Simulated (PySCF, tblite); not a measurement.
# C4H9BrOSi: geometry, infrared bands and NMR shifts

Aim: predict the infrared bands and NMR shifts of C4H9BrOSi (`CC[Si@@H](Br)CC=O`).

The runs use tblite 0.8.0 and PySCF 2.14.0, with density-fitted response routines of our own; the level of theory stands in each step. All values are computed, except where a source is named. Atoms are numbered from 0 throughout.

**1. The starting structure**

16 atoms, charge 0, multiplicity 1; geometry from: force field or distance geometry start.

Bonds of the start (Å): C0–C1 1.52, C1–Si2 1.87, Si2–Br3 2.27, Si2–C4 1.83, C4–C5 1.48, C5–O6 1.23, C0–H7 1.13, C0–H8 1.11, C0–H9 1.10, C1–H10 1.11, C1–H11 1.10, Si2–H12 1.49, C4–H13 1.12, C4–H14 1.11, C5–H15 1.10.

**2. Geometry optimisation with GFN2-xTB**

What the job is given:

```
{"job": {"kind": "relax", "xc": "GFN2-xTB", "basis": "xTB"}, "charge": 0, "multiplicity": 1}
C     -2.233800     0.972500     0.391600
C     -0.883500     0.677300    -0.230700
Si    -0.093000    -0.828700     0.538600
Br    -1.221500    -2.672200    -0.155600
C      1.667400    -1.034100     0.067200
C      2.489400     0.188400     0.181400
O      2.017900     1.259800     0.573900
H     -2.301000     0.473000     1.400200
H     -2.279700     2.075000     0.499500
H     -3.062700     0.610600    -0.241600
H     -1.008600     0.602700    -1.333300
H     -0.227300     1.534500    -0.023600
H     -0.274300    -0.781400     2.014000
H      2.147000    -1.860000     0.649000
H      1.703600    -1.330400    -1.000800
H      3.552400     0.121900    -0.073800
```

Run with:

```sh
$ OMP_NUM_THREADS=1 python probes_run.py task.json out
```

One launch serves the whole session: the jobs run in the order shown.

**Question.** This job is followed by: GFN2-xTB harmonic vibrations, gas phase; GIAO PBE0/pcSseg-1 NMR shielding, non-relativistic, gas phase. What will the session give for the following? strongest single infrared mode (GFN2-xTB); zero-point energy (GFN2-xTB); 13C shifts against TMS (PBE0/pcSseg-1); 1H shifts against TMS (PBE0/pcSseg-1, means over atoms taken as alike); 29Si shifts against TMS (PBE0/pcSseg-1); 79Br shifts against HBr (PBE0/pcSseg-1); 17O shifts against H2O (PBE0/pcSseg-1).

As calculated:

| quantity | value |
| --- | --- |
| strongest single infrared mode (GFN2-xTB) | 1766 cm⁻¹, 228 km/mol |
| zero-point energy (GFN2-xTB) | 75.3 kcal/mol |
| 13C shifts against TMS (PBE0/pcSseg-1) | 211.2, 43.6, 14.2, 9.5 ppm |
| 1H shifts against TMS (PBE0/pcSseg-1, means over atoms taken as alike) | 10.14, 5.54, 2.55, 2.47, 1.40, 1.28, 0.79 ppm |
| 29Si shifts against TMS (PBE0/pcSseg-1) | 10.9 ppm |
| 79Br shifts against HBr (PBE0/pcSseg-1) | -140 ppm |
| 17O shifts against H2O (PBE0/pcSseg-1) | 701.7 ppm |

**Reading.** The optimisation took 110 steps and gained 0.429 eV; among the close pairs (by a distance rule), Si2–C4 changed most, from 1.834 to 1.907 Å. No mode is imaginary among the 42: a minimum at this level. The strongest single mode, at 1766 cm⁻¹, moves mainly C5 and O6. GFN2-xTB is a fitted tight-binding method: band positions and strengths are rough. Its intensities can rank the bands wrongly. The most deshielded carbon is C5 (aldehyde carbonyl carbon), at 211.2 ppm: low-lying n→π* states of the double bond to the heteroatom give a large paramagnetic term (-272 ppm). H15 (hydrogen on an aldehyde carbonyl carbon) lies farthest downfield among hydrogen, at 10.14 ppm; the formyl region, downfield of aromatic protons. At PBE0/pcSseg-1: The largest span, 1299 ppm, is at O6, where the paramagnetic term is -770 ppm. Spin-orbit coupling is left out, which matters for shieldings and couplings at and beside the heavy atoms.
